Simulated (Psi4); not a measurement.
# BCl2O (SMILES [O]B(Cl)Cl), step by step

Aim: a geometry optimisation (UM06-2X/6-31+G*), then the harmonic vibrations, then the energy (USCS-MP2/aug-cc-pVDZ) of BCl2O. 

Program for the calculation: Psi4 1.11.

## Step 1: The structure to begin with

BCl2O: 4 atoms, total charge 0, spin state doublet. As SMILES, `[O]B(Cl)Cl`. All atoms were displaced at random from a relaxed shape. The run starts from this shape.

Bond lengths: O1–B2 1.400 Å, B2–Cl3 1.758 Å, B2–Cl4 1.779 Å. Angles: O1–B2–Cl3 117.9°, O1–B2–Cl4 111.6°, Cl3–B2–Cl4 127.9°.

## Step 2: A structure relaxation at UM06-2X/6-31+G(d) (density fitting, Cartesian functions) (run 1)

Input file run.py:

```python
import psi4

psi4.set_memory(1600000000)
psi4.set_num_threads(1)
psi4.core.set_output_file('bcl2o.out', False)

molecule = psi4.geometry("""
0 2
O      0.180570    -1.105721    -0.899313
B      0.044766    -0.078088     0.041950
Cl    -1.539141     0.175183     0.760737
Cl     1.406439     1.064501    -0.035235
""")

psi4.set_options({
    'reference': 'uks',
    'geom_maxiter': 60,
})

e_tot, wfn = psi4.optimize("m06-2x/6-31+G*", return_wfn=True)
print('E =', round(e_tot, 9))
print(molecule.to_string(dtype='xyz', units='Angstrom'))
```

Run with:

```bash
python run.py
```

bcl2o.out:

```text
[...]
  Running in c1 symmetry.
[...]
  Nuclear repulsion =  167.927473951469352
[...]
  Multiplicity = 2
[...]
  Nalpha       = 24
  Nbeta        = 23
[...]
    Number of basis functions: 84
[...]
   @DF-UKS iter   1: -1020.08787810626791   -2.36187e-01   8.59095e-03 ADIIS/DIIS
[...]
   @DF-UKS iter  10: -1020.42488414842387   -2.38742e-12   6.68118e-09 DIIS
[...]
   @S^2 Observed:                7.554650876E-01
[...]
  @DF-UKS Final Energy: -1020.42488414842387
   => Energetics <=
    Nuclear Repulsion Energy =            170.8739322875901507
    One-Electron Energy =               -1746.6158206397913091
    Two-Electron Energy =                 588.0729655194778616
    DFT Exchange-Correlation Energy =     -32.7559613157005742
    Empirical Dispersion Energy =           0.0000000000000000
    VV10 Nonlocal Energy =                  0.0000000000000000
    Total Energy =                      -1020.4248841484238710
[...]
 Multipole Moments:
 ------------------------------------------------------------------------------------
     Multipole            Electronic (a.u.)      Nuclear  (a.u.)        Total (a.u.)
 ------------------------------------------------------------------------------------
 L = 1.  Multiply by 2.5417464519 to convert [e a0] to [Debye]
 Dipole X            :         -0.0657819            0.0473675           -0.0184143
 Dipole Y            :          0.5337500           -0.3858119            0.1479381
 Dipole Z            :          0.3831409           -0.2768319            0.1063090
 Magnitude           :                                                    0.1831021
[...]
  -Total Gradient:
     Atom            X                  Y                   Z
    ------   -----------------  -----------------  -----------------
       1        0.000042005950    -0.000246597468    -0.000186346658
       2       -0.000015849661    -0.000109413041    -0.000054326213
       3        0.000062990852    -0.000160245450    -0.000138348152
       4       -0.000004564792    -0.000183541014    -0.000122000492
[...]
    Final optimized geometry and variables:
    Molecular point group: c1
    Full point group: C1
    Geometry (in Angstrom), charge = 0, multiplicity = 2:
    O            0.168933356076    -1.378256457405    -0.988667809261
    B            0.036337193885    -0.297421842870    -0.213235217462
    CL          -1.478084459572    -0.085208097337     0.638525254779
    CL           1.389373460145     0.809266804073    -0.119170817162
[...]
```

On the terminal:

```text
Some dependencies such as QCElemental have not yet finished migration to pydantic v2. If issues are encountered please downgrade pydantic or upgrade QCElemental as appropriate
	Energy has increased in a minimization.
	Energy ratio indicates iffy step.
	Intrafrag trust radius decreased to   0.25.
	Previous geometry is closer to target in internal coordinates, so using that one.

	Best geometry has RMS(Delta(q)) = 6.92e-04

	Previous geometry is closer to target in internal coordinates, so using that one.

	Best geometry has RMS(Delta(q)) = 9.79e-07

Optimizer: Optimization complete!
E = -1020.424884148
4
0 2 BCl2O
O                     0.168933356076    -1.378256457405    -0.988667809261
B                     0.036337193885    -0.297421842870    -0.213235217462
Cl                   -1.478084459572    -0.085208097337     0.638525254779
Cl                    1.389373460145     0.809266804073    -0.119170817162
```

Run time: 2.4 min. Hardware: 1 thread of AMD EPYC 7R43 (Zen 3), shared host; peak memory 0.72 GiB.

Steps, from the record of the run:

| step | energy from the first frame kept (eV) | largest force (eV/Å) |
| --- | --- | --- |
| 0 | 0.0000 | 2.5468 |
| 1 | -0.1838 | 0.8487 |
| 2 | -0.1735 | 1.1337 |
| 3 | -0.1958 | 0.1855 |
| 4 | -0.1972 | 0.0936 |
| 5 | -0.1973 | 0.0411 |
| 6 | -0.1974 | 0.0160 |

After the run. Bond lengths: O1–B2 1.337 Å, B2–Cl3 1.750 Å, B2–Cl4 1.751 Å. Angles: O1–B2–Cl3 117.8°, O1–B2–Cl4 117.8°, Cl3–B2–Cl4 124.5°.

## Step 3: The harmonic vibrations at UM06-2X/6-31+G(d) (density fitting, Cartesian functions) (run 2)

Input file bcl2o.in:

```
memory 1600 mb

molecule system {
  0 2
  O      0.155942    -1.122385    -0.870583
  B      0.023346    -0.041550    -0.095150
  Cl    -1.491076     0.170664     0.756610
  Cl     1.376382     1.065139    -0.001086
}

set globals {
  basis                      6-31+G*
  reference                  uks
  t                          400.0
  rotational_symmetry_number 2
}

frequencies("m06-2x")
```

Run with:

```bash
psi4 -n 1 bcl2o.in bcl2o.out
```

bcl2o.out:

```text
[...]
  Running in c1 symmetry.
[...]
  Nuclear repulsion =  170.873913468334536
[...]
  Multiplicity = 2
[...]
  Nalpha       = 24
  Nbeta        = 23
[...]
    Number of basis functions: 84
[...]
   @DF-UKS iter   1: -1020.08911403089780   -1.49119e-01   8.79329e-03 DIIS/ADIIS
[...]
   @DF-UKS iter  15: -1020.42488395441819   -1.47793e-12   5.07516e-09 DIIS
[...]
   @S^2 Observed:                7.554656267E-01
[...]
  @DF-UKS Final Energy: -1020.42488395441819
   => Energetics <=
    Nuclear Repulsion Energy =            170.8685102991493068
    One-Electron Energy =               -1746.6049727120018815
    Two-Electron Energy =                 588.0675140390017077
    DFT Exchange-Correlation Energy =     -32.7559355805671544
    Empirical Dispersion Energy =           0.0000000000000000
    VV10 Nonlocal Energy =                  0.0000000000000000
    Total Energy =                      -1020.4248839544181919
[...]
  -Total Gradient:
     Atom            X                  Y                   Z
    ------   -----------------  -----------------  -----------------
       1        0.000053466632    -0.000249570137    -0.000193738264
       2        0.000038060142    -0.000108470593    -0.000078979363
       3       -0.000001987307    -0.000150095365    -0.000101155828
       4       -0.000004379274    -0.000191722282    -0.000127456359
[...]
  ==> Harmonic Vibrational Analysis <==
[...]
  Freq [cm^-1]                 254.2663            261.7153            484.1691
[...]
  IR activ [km/mol]             1.0175              8.0402             22.1846
[...]
  Freq [cm^-1]                 565.8713            954.9520           1339.0416
[...]
  IR activ [km/mol]             9.4488             366.4780            89.1647
[...]
  Total E_0, Enthalpy at 0 [K]                                                        -1020.41609038 [Eh]
[...]
  Total H, Enthalpy at  400.00 [K]                                                    -1020.40843539 [Eh]
[...]
  Total G, Gibbs energy at  400.00 [K]                                                -1020.45621378 [Eh]
[...]
```

On the terminal:

```text
Warning: used thermodynamics relations inappropriate for low-frequency modes: ['254.2663' '261.7153' '484.1691' '565.8713']
```

It took 6.6 min on 1 thread of AMD EPYC 7R43 (Zen 3), shared host; peak memory 0.73 GiB.

## Step 4: A single-point energy at USCS-MP2/aug-cc-pVDZ (density fitting) (run 3)

Input file bcl2o.xyz:

```xyz
4
BCl2O
O      0.155942    -1.122385    -0.870583
B      0.023346    -0.041550    -0.095150
Cl    -1.491076     0.170664     0.756610
Cl     1.376382     1.065139    -0.001086
```

Input file calc.py:

```python
import psi4

psi4.set_memory('1600 MB')
psi4.set_num_threads(1)
psi4.set_output_file('psi4.out', False)

with open('bcl2o.xyz') as f:
    atoms = ''.join(f.readlines()[2:])
molecule = psi4.geometry('0 2\n' + atoms + 'symmetry c1')

psi4.set_options({
    'reference': 'uhf',
    'freeze_core': True,
})

energy_value = psi4.energy("scs-mp2/aug-cc-pVDZ")
print(f'total energy {energy_value:.8f} hartree = {energy_value * 27.211386:.5f} eV')
```

Run with:

```bash
python calc.py
```

psi4.out:

```text
[...]
  Running in c1 symmetry.
[...]
  Nuclear repulsion =  170.873913468334536
[...]
  Multiplicity = 2
[...]
  Nalpha       = 24
  Nbeta        = 23
[...]
    Number of basis functions: 100
[...]
   @UHF iter   1: -1018.34541392257495   -4.50063e-01   6.15387e-03 DIIS/ADIIS
[...]
   @UHF iter  16: -1018.66328364895128   -1.17097e-11   6.99465e-09 DIIS
[...]
   @S^2 Observed:                7.600441687E-01
[...]
    Orbital Energies [Eh]
    ---------------------
    Alpha Occupied:
       1A   -104.864045     2A   -104.864017     3A    -20.691458
       4A    -10.592150     5A    -10.592119     6A     -8.060258
       7A     -8.060230     8A     -8.056740     9A     -8.056711
      10A     -8.056656    11A     -8.056627    12A     -7.763679
      13A     -1.462240    14A     -1.159012    15A     -1.129671
      16A     -0.752611    17A     -0.742516    18A     -0.651036
      19A     -0.642267    20A     -0.567059    21A     -0.516077
      22A     -0.511264    23A     -0.490100    24A     -0.478432
    Alpha Virtual:
      25A      0.046281    26A      0.054482    27A      0.056543
[...]
  @UHF Final Energy: -1018.66328364895128
   => Energetics <=
    Nuclear Repulsion Energy =            170.8739134683345355
    One-Electron Energy =               -1746.4754146102200139
    Two-Electron Energy =                 556.9382174929340863
    Total Energy =                      -1018.6632836489512783
  UHF NO Occupations:
  HONO-2 :   22  A 1.9982641
  HONO-1 :   23  A 1.9981749
[...]
 Multipole Moments:
 ------------------------------------------------------------------------------------
     Multipole            Electronic (a.u.)      Nuclear  (a.u.)        Total (a.u.)
 ------------------------------------------------------------------------------------
 L = 1.  Multiply by 2.5417464519 to convert [e a0] to [Debye]
 Dipole X            :         -0.0587708            0.0473674           -0.0114033
 Dipole Y            :          0.4756893           -0.3858120            0.0898773
 Dipole Z            :          0.3415506           -0.2768321            0.0647185
 Magnitude           :                                                    0.1113394
[...]
	SCS-MP2 Total Energy (a.u.)        : -1019.16155737665690
	SOS-MP2 Total Energy (a.u.)        : -1019.11448198171729
	SCSN-MP2 Total Energy (a.u.)       : -1018.91184173423244
[...]
	SOS-PI-MP2 Total Energy (a.u.)     : -1019.18968170384494
[...]
	MP2 Total Energy (a.u.)            : -1019.18050844440847
[...]
```

Standard output:

```text
total energy -1019.16155738 hartree = -27732.79853 eV
```

Wall time 26 s (1 thread of AMD EPYC 7R43 (Zen 3), shared host); peak memory 0.58 GiB.

## Step 5: Results

| quantity | value |
| --- | --- |
| run 1, UM06-2X/6-31+G*: total energy at the end | -1020.42488 Eh |
| run 1, UM06-2X/6-31+G*: dipole moment | 0.47 D |
| run 1, UM06-2X/6-31+G*: HOMO energy (highest over α and β) | -11.05 eV |
| run 1, UM06-2X/6-31+G*: LUMO energy (lowest over α and β) | -4.32 eV |
| run 1, UM06-2X/6-31+G*: ⟨S²⟩ | 0.755 |
| run 2, UM06-2X/6-31+G*: lowest harmonic wavenumber | 254 cm⁻¹ |
| run 2, UM06-2X/6-31+G*: highest harmonic wavenumber | 1339 cm⁻¹ |
| run 2, UM06-2X/6-31+G*: zero-point energy | 23.1 kJ/mol |
| run 2, UM06-2X/6-31+G*: ideal-gas entropy at 400 K (symmetry number 2 as used) | 75.0 cal/(mol K) |
| run 3, USCS-MP2/aug-cc-pVDZ: total energy | -1019.16156 Eh |
| run 3, USCS-MP2/aug-cc-pVDZ: HOMO energy (Hartree–Fock orbitals) (highest over α and β) | -13.02 eV |
| run 3, USCS-MP2/aug-cc-pVDZ: LUMO energy (Hartree–Fock orbitals) (lowest over α and β) | 0.58 eV |
| run 3, USCS-MP2/aug-cc-pVDZ: correlation energy (12 core orbitals frozen) | -498.3 mEh |
| run 3, USCS-MP2/aug-cc-pVDZ: ⟨S²⟩ of the reference determinant | 0.760 |

What this shows: The optimisation (run 1, UM06-2X/6-31+G*) took 7 steps and changed the energy by -0.197 eV. All 6 modes (run 2, UM06-2X/6-31+G*) are real, so the shape is a minimum at this level.
